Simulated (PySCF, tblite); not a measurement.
**C₅H₁₀OSSi: geometry, infrared bands and NMR shifts**

What infrared bands and NMR shifts should C₅H₁₀OSSi (`C/C=C/[Si@@H]1OCCS1`) show?

Computed with tblite 0.8.0 and PySCF 2.14.0, with density-fitted response routines of our own, on a single molecule in the gas phase. Atoms are numbered from 0 throughout.

### 1 The starting structure

18 atoms, charge 0, multiplicity 1; geometry from: force field or distance geometry start.

Bonds of the start (Å): C0–C1 1.48, C1–C2 1.33, C2–Si3 1.81, Si3–O4 1.72, O4–C5 1.37, C5–C6 1.50, C6–S7 1.84, S7–Si3 2.17, C0–H8 1.12, C0–H9 1.11, C0–H10 1.10, C1–H11 1.08, C2–H12 1.08, Si3–H13 1.47, C5–H14 1.11, C5–H15 1.10, C6–H16 1.09, C6–H17 1.09.

### 2 Relaxing the molecule with GFN2-xTB

Job settings and geometry (Å):

```
{"job": {"kind": "relax", "xc": "GFN2-xTB", "basis": "xTB"}, "charge": 0, "multiplicity": 1}
C      3.363200     0.141800    -0.073600
C      1.958500    -0.275100     0.161600
C      1.163900    -0.518900    -0.874700
Si    -0.556400    -1.028600    -0.663800
O     -1.682500    -0.160400    -1.630900
C     -2.176000     0.866400    -0.878600
C     -2.873900     0.319300     0.331500
S     -1.413900    -0.364600     1.221400
H      3.321700     0.943600    -0.850500
H      3.995300    -0.706000    -0.412900
H      3.779900     0.532200     0.867700
H      1.569900    -0.410000     1.155100
H      1.546500    -0.384400    -1.873600
H     -0.784500    -2.484600    -0.717300
H     -1.415800     1.602100    -0.526500
H     -2.924200     1.431100    -1.455800
H     -3.463900    -0.545400     0.011000
H     -3.416700     1.047700     0.933500
```

Command:

```
$ OMP_NUM_THREADS=1 python probes_run.py task.json out
```

The driver reads the jobs from task.json and runs them one after another.

**Question.** This job is followed by: GFN2-xTB harmonic vibrations, gas phase; GIAO PBE0/pcSseg-1 NMR shielding, non-relativistic, gas phase. What will the session give for the following? strongest single infrared mode (GFN2-xTB); zero-point energy (GFN2-xTB); 13C shifts against TMS (PBE0/pcSseg-1); 1H shifts against TMS (PBE0/pcSseg-1, means over atoms taken as alike); 29Si shifts against TMS (PBE0/pcSseg-1); 17O shifts against H2O (PBE0/pcSseg-1); 33S shifts against CS2 (PBE0/pcSseg-1); surface potential, 1st and 99th percentile.

**Answer**, as computed:

| quantity | value |
| --- | --- |
| strongest single infrared mode (GFN2-xTB) | 2287 cm⁻¹, 265 km/mol |
| zero-point energy (GFN2-xTB) | 87.3 kcal/mol |
| 13C shifts against TMS (PBE0/pcSseg-1) | 158.4, 131.2, 70.3, 37.0, 26.7 ppm |
| 1H shifts against TMS (PBE0/pcSseg-1, means over atoms taken as alike) | 6.50, 6.15, 5.60, 4.44, 3.83, 3.17, 2.75, 2.03 ppm |
| 29Si shifts against TMS (PBE0/pcSseg-1) | 11.2 ppm |
| 17O shifts against H2O (PBE0/pcSseg-1) | 51.5 ppm |
| 33S shifts against CS2 (PBE0/pcSseg-1) | -163 ppm |
| surface potential, 1st and 99th percentile | -1.20 V and 0.97 V |

Relaxing lowered the energy by 0.621 eV in 128 steps; the close pair that moved most is Si3–O4, from 1.720 to 1.634 Å. No mode is imaginary among the 48: a minimum at this level. The strongest single mode, at 2287 cm⁻¹, moves mainly H13. Unscaled tight-binding wavenumbers are off by several per cent, some by more. Its intensities can rank the bands wrongly. By nearest atom (PBE0/pcSseg-1), the HOMO sits on S7 77 % and the LUMO on C1 32 %; C2 24 %.
